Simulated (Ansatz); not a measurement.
# CH₉BGeSi: a ladder of functionals and wavefunction methods

The task here is to estimate one member of a computed series from the others.

Method: functionals in def2-TZVPP, the program's frozen cores in correlated methods; program: Ansatz 0.2.0, Gaussian basis.

The runs, in order: LDA (SPW92), PBE-D4, revPBE-D4, BLYP-D4, r2SCAN-D4, B97M-V, PBE0-D4, B3LYP-D4, r2SCANh-D4, r2SCAN0-D4, HSE06-D4, BHLYP-D4, CAM-B3LYP-D4, LC-ωPBE, ωB97X-V, ωB97M-V, B2PLYP, PBE-QIDH; CCSD(T)/def2-SVP; CCSD(T)/def2-TZVPP; MP2/def2-QZVPP; extrapolation to the limit; RPA on PBE.

### The relaxed structure

An earlier PBE0-D4 in a triple-zeta def2 set relaxation fixed the geometry.

SMILES `C[SiH2][BH][GeH3]`, 13 atoms, charge 0, spin multiplicity 1.

Atoms are counted from 1 here; the program's logs count them from 0.

Bond lengths: C1–Si2 1.875 Å, C1–H5 1.093 Å, C1–H6 1.092 Å, C1–H7 1.092 Å, Si2–B3 2.004 Å, Si2–H8 1.499 Å, Si2–H9 1.492 Å, B3–Ge4 2.057 Å, B3–H10 1.197 Å, Ge4–H11 1.546 Å, Ge4–H12 1.541 Å, Ge4–H13 1.539 Å. Angles: Si2–C1–H5 110.8°, Si2–C1–H6 111.0°, Si2–C1–H7 110.7°, H5–C1–H6 108.0°, H5–C1–H7 107.9°, H6–C1–H7 108.2°, C1–Si2–B3 115.1°, C1–Si2–H8 109.7°, C1–Si2–H9 110.0°, B3–Si2–H8 102.8°, B3–Si2–H9 111.9°, H8–Si2–H9 106.8°, Si2–B3–Ge4 123.1°, Si2–B3–H10 119.3°, Ge4–B3–H10 117.5°, B3–Ge4–H11 106.0°, B3–Ge4–H12 113.6°, B3–Ge4–H13 114.8° and more.

Set-up of the first run:

File in.yaml:

```yaml
crystal:
  periodic: [false, false, false]
  atoms:
    - {symbol: C, position_ang: [-1.269967, 1.441795, -0.368752]}
    - {symbol: Si, position_ang: [-0.108981, 1.020017, 1.042442]}
    - {symbol: B, position_ang: [1.121903, -0.523947, 0.699495]}
    - {symbol: Ge, position_ang: [0.793648, -1.916613, -0.778090]}
    - {symbol: H, position_ang: [-0.710549, 1.783138, -1.243066]}
    - {symbol: H, position_ang: [-1.963546, 2.235104, -0.082217]}
    - {symbol: H, position_ang: [-1.854147, 0.567137, -0.663680]}
    - {symbol: H, position_ang: [-0.901967, 0.555959, 2.227427]}
    - {symbol: H, position_ang: [0.634601, 2.239936, 1.473033]}
    - {symbol: H, position_ang: [2.091554, -0.664590, 1.387259]}
    - {symbol: H, position_ang: [1.518842, -1.384146, -2.035818]}
    - {symbol: H, position_ang: [-0.690829, -2.071393, -1.160424]}
    - {symbol: H, position_ang: [1.360039, -3.317100, -0.482810]}
basis:
  gaussian: {orbitals: def2-TZVPP}
hamiltonian: {xc: lda}
output: {orbitals: {seedname: orbitals}}
```

Started as:

```sh
$ ansatz run in.yaml --threads 4 --pin off --events-out ev --progress --plain --max-ram 10444MiB
```

Among the steps run: LDA; PBE-D4 (GGA); revPBE-D4 (GGA); BLYP-D4 (GGA); r2SCAN-D4 (meta-GGA); B97M-V (meta-GGA); B3LYP-D4 (hybrid); r2SCANh-D4 (hybrid); r2SCAN0-D4 (hybrid); HSE06-D4 (hybrid); BHLYP-D4 (hybrid); CAM-B3LYP-D4 (range-separated); LC-ωPBE (range-separated); ωB97X-V (range-separated); ωB97M-V (range-separated); B2PLYP (double hybrid); PBE-QIDH (double hybrid).

One table of the session follows, with a row left open; its other results are not shown here.

It belongs to the step «Orbital energies across the functionals». 

| functional | HOMO (eV) | LUMO (eV) | gap (eV) |
| --- | --- | --- | --- |
| LDA (SPW92) | -6.67 | -3.81 | 2.86 |
| PBE-D4 | -6.58 | -3.60 | 2.98 |
| revPBE-D4 | -6.54 | -3.50 | 3.04 |
| BLYP-D4 | ? | ? | ? |
| r2SCAN-D4 | -6.84 | -3.34 | 3.50 |
| B97M-V | -6.94 | -3.45 | 3.50 |
| PBE0-D4 | -7.72 | -2.66 | 5.06 |
| B3LYP-D4 | -7.54 | -2.83 | 4.70 |
| r2SCANh-D4 | -7.25 | -3.01 | 4.24 |
| r2SCAN0-D4 | -7.88 | -2.52 | 5.36 |
| HSE06-D4 | -7.33 | -3.05 | 4.28 |
| BHLYP-D4 | -8.78 | -1.59 | 7.18 |
| CAM-B3LYP-D4 | -9.03 | -1.51 | 7.53 |
| LC-ωPBE | -10.35 | -0.37 | 9.99 |
| ωB97X-V | -10.01 | -0.48 | 9.53 |
| ωB97M-V | -9.82 | -0.71 | 9.11 |

**Question.** Estimate the row for BLYP-D4.

Worked estimate for «HOMO (eV)». Against the share of exact exchange, B3LYP-D4 (0.2, -7.54), BHLYP-D4 (0.5, -8.78) give a slope of -4.13 per unit share; at 0 the line stands at -6.71.

As computed: HOMO (eV): -6.47; LUMO (eV): -3.41; gap (eV): 3.05. In «HOMO (eV)» the line misses by -0.24.
